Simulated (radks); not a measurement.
# Ionisation of Pb⁺: one atom, several choices of relativity

An exercise on one series of results from a longer session: the logs are not shown, and one member is left open.

The numbers are computed with radks (a radial shooting solver on a logarithmic mesh, Libxc functionals) version 1 (Kohn-Sham, PBE, spin-unpolarised, spherical densities), except any that are marked as measured or tabulated.

### What is computed

```
element       : lead (Z = 82)
charge        : +1
electrons     : 81
configuration : [Hg] 6p1
ion           : Pb²⁺, [Hg]
choices       : non-relativistic; scalar-relativistic; Dirac, 2j+1 shares; Dirac, low j first; scalar-relativistic, finite nucleus; Dirac, 2j+1 shares, finite nucleus; Dirac, c × 3; Dirac, c × 5; Dirac, c × 0.85
```

Set-up of the first run:

Settings of this run:

```text
Z 82
configuration [Hg] 6p1 7s0 5f0
relativity non-relativistic
functional pbe,pbe
spin unpolarised
nucleus point
```

Among the steps run: non-relativistic: Pb⁺.

One of the session's tables, all rows but one given; the rest of the session is left out.

It belongs to the step «non-relativistic: Pb⁺». From the orbitals of this run (lengths in bohr):

| level | <r> | outermost maximum (interpolated) | 90 % within | nodes |
| --- | --- | --- | --- | --- |
| 4p | 0.4294 | 0.401 | 0.620 | 2 |
| 4d | 0.4337 | 0.392 | 0.644 | 1 |
| 4f | 0.4441 | 0.345 | 0.702 | 0 |
| 5s | 0.9493 | 0.875 | 1.35 | 4 |
| 5p | 1.019 | 0.920 | 1.47 | 3 |
| 5d | ? | ? | ? | ? |
| 6s | 2.524 | 2.19 | 3.67 | 5 |
| 6p | 3.087 | 2.61 | 4.57 | 4 |

Estimate the missing values for 5d.

**Answer.** <r>: 1.275; outermost maximum (interpolated): 1.06; 90 % within: 1.92; nodes: 2. In the column «<r>» it lies between 5p (1.019) and 6s (2.524).

To keep in mind: Spin polarisation and multiplet splitting of open shells are left out at every level.
